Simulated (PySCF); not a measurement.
**Si2H2OF2 (SMILES F[Si]1(F)O[SiH2]1): levels of theory compared**

Wanted: a comparison of 6 runs (B2PLYP/def2-SVP, BHLYP/def2-SVP, M06-L/def2-SVP, r2SCAN/def2-SVP, revPBE/def2-SVP, SCS-MP2/def2-SVP) of Si2H2OF2. The job is set up through a Python script.

Program for the calculation: PySCF 2.14.0.

3 further runs of the same task are left out: 3 set aside as unsound or not needed.

**1. Starting point**

Si2H2OF2 has 7 atoms, charge 0, and is taken as a singlet. As SMILES, `F[Si]1(F)O[SiH2]1`. The coordinates come from a PBE0-D4/def2-TZVP relaxation.

Bond lengths: F1–Si2 1.578 Å, Si2–F3 1.578 Å, Si2–O4 1.648 Å, Si2–Si5 2.174 Å, O4–Si5 1.718 Å, Si5–H6 1.482 Å, Si5–H7 1.482 Å. Some angles: F1–Si2–F3 105.1°, F1–Si2–O4 114.7°, F1–Si2–Si5 127.3°, F3–Si2–O4 114.7°, F3–Si2–Si5 127.3°, O4–Si2–Si5 51.2°, Si2–O4–Si5 80.4°, Si2–Si5–O4 48.4°, Si2–Si5–H6 124.7°, Si2–Si5–H7 124.7°.

**2. A single-point energy at B2PLYP/def2-SVP (run 1)**

Input file input.py:

```python
# F[Si]1(F)O[SiH2]1
from pyscf import gto, dft, mp

mol = gto.M(
    atom='''
F        0.424200      -1.612100       1.693800
Si       0.037900      -1.026000       0.280100
F       -0.194200      -2.288000      -0.639100
O        1.103500       0.077900      -0.322100
Si      -0.304800       1.058600      -0.232800
H       -0.202300       2.188800       0.720000
H       -0.802800       1.532800      -1.545500
''',
    charge=0,
    basis='def2-svp',
    spin=0,
    max_memory=1860,
    verbose=3,
)

mf = dft.RKS(mol)
mf.xc = '0.53*HF + 0.47*B88, 0.73*LYP'
mf.grids.level = 5
mf.conv_tol = 1e-10
mf.kernel()
if not mf.converged:
    mf = mf.newton().run(mf.mo_coeff, mf.mo_occ)

pt = mp.MP2(mf, frozen=13).run()
etot = mf.e_tot + 0.27 * pt.e_corr
print('PT2 part  %.8f' % (0.27 * pt.e_corr))
print(f'total energy: {etot:.8f} hartree')
```

On the command line:

```sh
$ OMP_NUM_THREADS=1 python input.py
```

Log:

```text
converged SCF energy = -854.129756813599
E(RMP2) = -855.022800395316  E_corr = -0.893043581717991
E(SCS-RMP2) = -854.996322188872  E_corr = -0.866565375273302
PT2 part  -0.24112177
total energy: -854.37087858 hartree
```

Wall time 13 s (1 thread of Intel Xeon at 2.70GHz, shared host); peak memory 0.45 GiB.

**3. A single-point energy at BHLYP/def2-SVP (run 2)**

Input file input.xyz:

```xyz
7
F2H2OSi2
F      0.424200    -1.612100     1.693800
Si     0.037900    -1.026000     0.280100
F     -0.194200    -2.288000    -0.639100
O      1.103500     0.077900    -0.322100
Si    -0.304800     1.058600    -0.232800
H     -0.202300     2.188800     0.720000
H     -0.802800     1.532800    -1.545500
```

Input file run.py:

```python
from pyscf import gto, dft

system = gto.M(
    atom='input.xyz',
    max_memory=1860,
    charge=0,
    basis='def2-svp',
    spin=0,
    verbose=3,
)

mf = dft.RKS(system)
mf.xc = 'bhandhlyp'
mf.conv_tol = 1e-10
mf.grids.level = 5
mf.kernel()
if not mf.converged:
    mf = mf.newton().run(mf.mo_coeff, mf.mo_occ)

etot = mf.e_tot
print(f'total energy: {etot:.8f} hartree')
```

On the command line:

```sh
$ OMP_NUM_THREADS=1 python run.py
```

Log:

```text
converged SCF energy = -854.72074453752
total energy: -854.72074454 hartree
```

Run time: 14 s. Hardware: 1 thread of Intel Xeon at 2.70GHz, shared host; peak memory 0.45 GiB.

Runs 3 to 4 aren't shown in full; the table further down has their settings and results.

**4. The energy at revPBE/def2-SVP (run 5)**

Input file job.py:

```python
from pyscf import gto, dft

mol = gto.M(
    atom=[
    ('F', (0.424200, -1.612100, 1.693800)),
    ('Si', (0.037900, -1.026000, 0.280100)),
    ('F', (-0.194200, -2.288000, -0.639100)),
    ('O', (1.103500, 0.077900, -0.322100)),
    ('Si', (-0.304800, 1.058600, -0.232800)),
    ('H', (-0.202300, 2.188800, 0.720000)),
    ('H', (-0.802800, 1.532800, -1.545500)),
],
    basis='def2-svp',
    max_memory=1860,
    charge=0,
    verbose=4,
)

mf = dft.RKS(mol)
mf.xc = 'revpbe'
mf.conv_tol = 1e-10
mf.grids.level = 5
mf.kernel()
if not mf.converged:
    mf = mf.newton().run(mf.mo_coeff, mf.mo_occ)

e_tot = mf.e_tot
print('E(%s) = %.9f' % ('REVPBE', e_tot))
```

On the command line:

```sh
$ OMP_NUM_THREADS=1 python job.py
```

Log:

```text
PySCF version 2.14.0

[... 81 lines left out ...]
converged SCF energy = -854.609886809435
E(REVPBE) = -854.609886809
```

It took 17 s on 1 thread of Intel Xeon at 2.70GHz, shared host; peak memory 0.45 GiB.

**5. The energy at SCS-MP2/def2-SVP (run 6)**

Input file input.py:

```python
from pyscf import gto, scf, mp

mol = gto.M(
    atom='''
F      0.424200    -1.612100     1.693800
Si     0.037900    -1.026000     0.280100
F     -0.194200    -2.288000    -0.639100
O      1.103500     0.077900    -0.322100
Si    -0.304800     1.058600    -0.232800
H     -0.202300     2.188800     0.720000
H     -0.802800     1.532800    -1.545500
''',
    spin=0,
    basis='def2-svp',
    verbose=3,
    max_memory=1860,
    charge=0,
)

myscf = scf.RHF(mol)
myscf.conv_tol = 1e-10
myscf.kernel()
if not myscf.converged:
    myscf = myscf.newton().run(myscf.mo_coeff, myscf.mo_occ)

pt = mp.MP2(myscf, frozen=13).run()
energy = myscf.e_tot + 1.2 * pt.e_corr_os + pt.e_corr_ss / 3
print('Final energy', energy)
```

On the command line:

```sh
$ OMP_NUM_THREADS=1 python input.py
```

Log:

```text
converged SCF energy = -852.496674751866
E(RMP2) = -853.230807503925  E_corr = -0.734132752059003
E(SCS-RMP2) = -853.210218567715  E_corr = -0.713543815849409
Final energy -853.2102185677153
```

Wall time 1.6 s (1 thread of Intel Xeon at 2.70GHz, shared host); peak memory 0.21 GiB.

**6. The series**

```tsv
run	level	frozen core orbitals	integration grid	energy (Eh)	dipole moment (D) of the reference	HOMO energy (eV)	LUMO energy (eV)	wall time
1	B2PLYP/def2-SVP	13	5	-854.370879	2.65	-8.71	-0.01	13 s
2	BHLYP/def2-SVP	–	5	-854.720745	2.67	-8.78	-0.34	14 s
3	M06-L/def2-SVP	–	5	-854.794254	2.29	-6.70	-1.77	26 s
4	r2SCAN/def2-SVP	–	5	-854.663215	2.16	-6.68	-1.88	28 s
5	revPBE/def2-SVP	–	5	-854.609887	1.96	-6.31	-2.01	17 s
6	SCS-MP2/def2-SVP	13	–	-853.210219	3.00	-10.57	2.12	1.6 s
```

**7. Results**

| quantity | value |
| --- | --- |
| run 6: total energy | -853.21022 Eh |
| run 6: dipole moment (Hartree–Fock density) | 3.00 D |
| run 6: HOMO energy (Hartree–Fock orbitals) | -10.57 eV |
| run 6: LUMO energy (Hartree–Fock orbitals) | 2.12 eV |
| run 6: HOMO–LUMO gap (Hartree–Fock orbitals) | 12.69 eV |
| run 6: correlation energy (13 core orbitals frozen) | -713.5 mEh |

Over runs 1, 2, 3, 4, 5 the dipole moment (its size) runs from 1.96 D (revPBE/def2-SVP) to 2.67 D (BHLYP/def2-SVP). Over runs 1, 2, 3, 4, 5 the HOMO–LUMO gap runs from 4.30 eV (revPBE/def2-SVP) to 8.70 eV (B2PLYP/def2-SVP). A double hybrid's value is that of its SCF part. Totals of different functionals can't be ranked against each other. All runs together took 100 s, the longest 28 s.
